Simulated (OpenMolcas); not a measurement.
# Pt⁶⁺ among point charges: CASSCF and CASPT2 levels and susceptibility, part 1 of 2

Aim: the splitting of the states of Pt⁶⁺ in the field of 8 point charges, its lowest levels with spin-orbit coupling and its magnetic susceptibility.

The numbers are computed with OpenMolcas 26.06 (state-averaged CASSCF and CASPT2, spin-orbit coupling by RASSI with atomic mean-field integrals), except any that are marked as measured or tabulated.

## 1. The atom as given

- Species: Pt⁶⁺ (platinum, Z = 78, 72 electrons)
- Basis: ANO-RCC-VTZP [8s7p5d3f1g], 84 functions
- Scalar Hamiltonian: DKH2, point nucleus
- Inactive shells: 1s 2s 2p 3s 3p 3d 4s 4p 4d 4f 5s 5p
- Active space: 4 electrons in 5 orbitals (5d)
- Some configurations of this space: 5d⁴
- Orbitals: optimised for each spin and parity, averaged over all roots

The outer shells:

5d4
```
5d [↑ ][↑ ][↑ ][↑ ][  ]
```

The ion sits among 8 point charges of -1.2 e arranged as a cube (Oh), 1.89 Å from the ion.

The work runs as a chain of OpenMolcas steps in one folder; each step below is one input file. Labels, J, g values, rates, χT and fits are worked out afterwards by a script from the matrices that RASSI stores. The input lists half of the charges; inversion (Group=XYZ) makes the rest.

## 2. One- and two-electron integrals

Input file a.inp:

```
&GATEWAY
Coord
1

Pt 0.0 0.0 0.0
Basis=ANO-RCC-VTZP
Group=XYZ
NoMove
AngMom=0.0 0.0 0.0
AMFI
XField
4 Angstrom 0
1.091192 1.091192 1.091192 -1.200000
1.091192 1.091192 -1.091192 -1.200000
1.091192 -1.091192 1.091192 -1.200000
1.091192 -1.091192 -1.091192 -1.200000
&SEWARD
```

Started as:

```bash
> OMP_NUM_THREADS=1 MOLCAS_MEM=1689 MOLCAS_PROJECT=a pymolcas a.inp > a.log
```

What it wrote:

```text
Basis set label: PT.ANO-RCC...8S7P5D3F1G.

      Electronic valence basis set:
      ------------------
      Associated Effective Charge  78.000000 au
      Associated Actual Charge     78.000000 au
      Nuclear Model: Point charge

      Shell  nPrim  nBasis  Cartesian Spherical Contaminant
         s      24       8        X
         p      21       7        X
         d      15       5                 X
         f      11       3                 X
         g       4       1                 X
                  Relativistic Douglas-Kroll-Hess integrals:
                    - DKH order of Hamiltonian: 2
                    - DKH order of Properties : 0
                  Atomic mean-field integrals
```

## 3. CASSCF: quintets of even parity, 5 roots

Input file a.inp:

```
&RASSCF
FileOrb=start.orb
Symmetry=1
Spin=5
nActEl=4 0 0
Inactive=15 19
Ras2=5 0
CIRoot=5 5 1
SDav=5
CIMx=300
Iter=120 100
PrWF=0.3
OrbListing=Nothing
MaxOrb=0
>>> COPY $Project.JobIph JOB001
```

start.orb holds the contracted functions of the basis, ordered by shell, or the orbitals of the step before.

What it wrote, shortened:

```text
[...]
      Number of active orbitals                  5
[...]
      Spin quantum number                      2.0
[...]
      Active orbitals                            5   0
[...]
      Number of CSFs                             5
      Number of root(s) required                 5
[...]
      Convergence after  8 iterations
[...]
      Natural orbitals and occupation numbers for root  1
      sym 1:   1.000000   1.000000   1.000000   0.000000   1.000000
      Natural orbitals and occupation numbers for root  2
      sym 1:   0.000000   1.000000   1.000000   1.000000   1.000000
      Natural orbitals and occupation numbers for root  3
      sym 1:   1.000000   0.000000   1.000000   1.000000   1.000000
::    RASSCF root number  1 Total energy: -18403.65242691
::    RASSCF root number  2 Total energy: -18403.65242691
::    RASSCF root number  3 Total energy: -18403.65242691
::    RASSCF root number  4 Total energy: -18403.63175078
::    RASSCF root number  5 Total energy: -18403.63175078
```

## 4. CASSCF: triplets of even parity, 45 roots

Input file a.inp:

```
&RASSCF
FileOrb=start.orb
Symmetry=1
Spin=3
nActEl=4 0 0
Inactive=15 19
Ras2=5 0
CIRoot=45 45 1
SDav=45
CIMx=300
Iter=120 100
PrWF=0.3
OrbListing=Nothing
MaxOrb=0
>>> COPY $Project.JobIph JOB002
```

Started as:

```bash
> OMP_NUM_THREADS=1 MOLCAS_MEM=1689 MOLCAS_PROJECT=a pymolcas a.inp > a.log
```

What it wrote, shortened:

```text
[...]
      Number of active orbitals                  5
[...]
      Spin quantum number                      1.0
[...]
      Active orbitals                            5   0
[...]
      Number of CSFs                            45
      Number of root(s) required                45
[...]
      Convergence after  7 iterations
[...]
      Natural orbitals and occupation numbers for root  1
      sym 1:   0.126824   0.307334   1.650370   1.165313   0.750159
      Natural orbitals and occupation numbers for root  2
      sym 1:   0.123628   0.391557   1.561627   0.666638   1.256551
      Natural orbitals and occupation numbers for root  3
      sym 1:   0.127348   1.106796   1.708094   0.796665   0.261096
::    RASSCF root number  1 Total energy: -18403.56958635
::    RASSCF root number  2 Total energy: -18403.56958635
::    RASSCF root number  3 Total energy: -18403.56958635
[...]
::    RASSCF root number 27 Total energy: -18403.51501494
::    RASSCF root number 28 Total energy: -18403.50811696
::    RASSCF root number 29 Total energy: -18403.50811696
::    RASSCF root number 30 Total energy: -18403.50811696
```

## 5. Reference wave functions, singlets of even parity, 50 roots

Input file a.inp:

```
&RASSCF
FileOrb=start.orb
Symmetry=1
Spin=1
nActEl=4 0 0
Inactive=15 19
Ras2=5 0
CIRoot=50 50 1
SDav=50
CIMx=300
Iter=120 100
PrWF=0.3
OrbListing=Nothing
MaxOrb=0
>>> COPY $Project.JobIph JOB003
```

Started as:

```bash
> OMP_NUM_THREADS=1 MOLCAS_MEM=1689 MOLCAS_PROJECT=a pymolcas a.inp > a.log
```

What it wrote, shortened:

```text
[...]
      Number of active orbitals                  5
[...]
      Spin quantum number                      0.0
[...]
      Active orbitals                            5   0
[...]
      Number of CSFs                            50
      Number of root(s) required                50
[...]
      Convergence after  7 iterations
[...]
      Natural orbitals and occupation numbers for root  1
      sym 1:   0.084046   1.873930   0.084046   0.084046   1.873930
      Natural orbitals and occupation numbers for root  2
      sym 1:   0.686528   1.291983   0.061230   0.367339   1.592919
      Natural orbitals and occupation numbers for root  3
      sym 1:   0.060603   1.293254   0.369902   0.684600   1.591641
::    RASSCF root number  1 Total energy: -18403.54018669
::    RASSCF root number  2 Total energy: -18403.52553325
::    RASSCF root number  3 Total energy: -18403.52553325
[...]
::    RASSCF root number 27 Total energy: -18403.44540661
::    RASSCF root number 28 Total energy: -18403.44540661
::    RASSCF root number 29 Total energy: -18403.43656072
::    RASSCF root number 30 Total energy: -18403.43124866
```

## 6. State interaction with spin-orbit coupling

Input file a.inp:

```
&RASSI
NrOfJobIphs=3 5 45 50
1 2 3 4 5
1 2 3 4 5 6 7 8 9 10 11 12 13 14 15 16 17 18 19 20 21 22 23 24 25 26 27
28 29 30 31 32 33 34 35 36 37 38 39 40 41 42 43 44 45
1 2 3 4 5 6 7 8 9 10 11 12 13 14 15 16 17 18 19 20 21 22 23 24 25 26 27
28 29 30 31 32 33 34 35 36 37 38 39 40 41 42 43 44 45 46 47 48 49 50
IphNames
JOB001
JOB002
JOB003
EJob
SpinOrbit
DIPRint=1.0
SOCoupling=1000.0
Subsets=2
Property=9
'ANGMOM' 1 'ANGMOM' 2 'ANGMOM' 3 'MLTPL  1' 1 'MLTPL  1' 2 'MLTPL  1' 3
'AMFI' 1 'AMFI' 2 'AMFI' 3
SOProperty=3
'ANGMOM' 1 'ANGMOM' 2 'ANGMOM' 3
```

Started as:

```bash
> OMP_NUM_THREADS=1 MOLCAS_MEM=1689 MOLCAS_PROJECT=a pymolcas a.inp > a.log
```

What it wrote, shortened:

```text
SPIN-FREE ENERGIES:
  (Shifted by EMIN (a.u.) =     -18403.6524269055)
 SF State       Relative EMIN(au)   Rel lowest level(eV)    D:o, cm**(-1)      L_eff
     1             0.0000000000        0.0000000000              0.0000         2.0
     2             0.0000000000        0.0000000000              0.0000         2.0
     3             0.0000000000        0.0000000000              0.0000         2.0
     4             0.0206761206        0.5626259039           4537.8839         2.0
     5             0.0206761206        0.5626259039           4537.8839         2.0
     6             0.0828405516        2.2542062463          18181.3995         4.2
     7             0.0828405516        2.2542062463          18181.3995         4.2
     8             0.0828405516        2.2542062463          18181.3995         4.2
     9             0.0921035697        2.5062658099          20214.3970         4.7
    10             0.0921035697        2.5062658099          20214.3970         4.7
[...]
Eigenvalues of complex Hamiltonian:
   -----------------------------------
  (Shifted by EMIN (a.u.) =     -18403.6524269055)
 SO State       Relative EMIN(au)   Rel lowest level(eV)    D:o, cm**(-1)     J-value
     1            -0.0902478095        0.0000000000              0.0000         0.3
     2            -0.0583600416        0.8677103668           6998.5561         1.0
     3            -0.0583600416        0.8677103668           6998.5561         0.8
     4            -0.0583600416        0.8677103667           6998.5561         0.8
     5            -0.0350334136        1.5024602532          12118.1592         1.8
     6            -0.0350334136        1.5024602531          12118.1592         1.7
     7            -0.0350334136        1.5024602532          12118.1592         1.4
     8            -0.0284600698        1.6813300479          13560.8414         2.1
     9            -0.0284600698        1.6813300479          13560.8414         1.3
    10            -0.0161226696        2.0170478123          16268.5878         2.1
    11            -0.0161226696        2.0170478123          16268.5878         2.9
[...]
```

These steps: 25 s of run time, 1 thread of Arm Neoverse V1, shared host.

States without spin-orbit coupling:

| state | degeneracy | E (cm-1) | free-ion L (%) |
| --- | --- | --- | --- |
| 5T2 | 3 | 0 | D (100) |
| 5E | 2 | 4538 | D (100) |
| 3T1 | 3 | 18181 | H (66) |
| 3T2 | 3 | 20214 | H (79) |
| 3T1 | 3 | 21758 | H (68) |
| 3E | 2 | 23806 | H (87) |
| 3T2 | 3 | 24307 | G (73) |
| 1A1 | 1 | 24634 | I (51) |
| 3T1 | 3 | 24664 | P (60) |
| 3A2 | 1 | 27369 | F (100) |
| 3T2 | 3 | 27391 | F (71) |
| 3T1 | 3 | 27494 | H (41) |
| 1T1 | 3 | 27850 | I (69) |
| 3E | 2 | 28368 | G (85) |
| 3A1 | 1 | 30158 | G (100) |
| 1T2 | 3 | 30866 | I (96) |
| 3T1 | 3 | 31672 | G (49) |
| 1E | 2 | 32882 | G (64) |
| 1A1 | 1 | 33680 | I (47) |
| 3T2 | 3 | 33839 | D (93) |
| 1T2 | 3 | 34428 | I (75) |
| 1A2 | 1 | 34557 | I (98) |
| 1T1 | 3 | 35013 | G (68) |
| 3E | 2 | 36277 | D (96) |

With spin-orbit coupling:

```tsv
E (cm-1)	Degeneracy	Label	2S+1
0.0	1	A1	5
6999	3	T1	5
12118	3	T2	5
13561	2	E	5
16269	3	T1	5
17435	3	T2	5
19542	1	A2	5
19969	1	A1	5
20181	2	E	5
20392	3	T1	5
20471	3	T2	5
25821	1	A1	5
29187	2	E	3
29284	3	T1	3
30311	3	T2	3
31667	1	A1	3
32456	1	A2	3
34079	3	T2	3
34699	3	T1	3
35766	3	T1	3
36023	3	T2	3
36168	2	E	3
38126	3	T2	3
38410	3	T1	3
```

The table of states holds 24 of 43 computed; the rest, higher up, is left out.

Powder χT (cm³ K/mol): 0.00 at 2 K, 0.00 at 5 K, 0.00 at 10 K, 0.00 at 20 K, 0.01 at 50 K, 0.01 at 100 K, 0.02 at 150 K, 0.02 at 200 K, 0.03 at 250 K, 0.04 at 300 K.

A ligand-field fit to the states below 45000 cm-1 gives 10Dq = -4553 cm-1, B = 999 cm-1 and C = 4191 cm-1 (C/B = 4.19), with a deviation of 63 cm-1.

Orbitals of the lowest block (energies include the constant potential of the surroundings):

| shell | space | energy (hartree) | mean occupation | ⟨r²⟩ (bohr²) |
| --- | --- | --- | --- | --- |
| 1s | inactive | -2890.7762 | 2.000 | 0.000375 |
| 2s | inactive | -514.1853 | 2.000 | 0.00612 |
| 2p | inactive | -447.9513 | 6.000 | 0.00512 |
| 3s | inactive | -123.6648 | 2.000 | 0.0398 |
| 3p | inactive | -103.9165 | 6.000 | 0.0407 |
| 3d | inactive | -81.4104 | 10.000 | 0.0340 |
| 4s | inactive | -28.2944 | 2.000 | 0.195 |
| 4p | inactive | -21.6647 | 6.000 | 0.220 |
| 4d | inactive | -13.2314 | 10.000 | 0.253 |
| 4f | inactive | -3.8711 | 14.000 | 0.313 |
| 5s | inactive | -4.8245 | 2.000 | 1.01 |
| 5p | inactive | -2.8930 | 6.000 | 1.28 |
| 5d | RAS2 |  | 4.000 | 2.05 |

(Continued in part 2 of 2.)
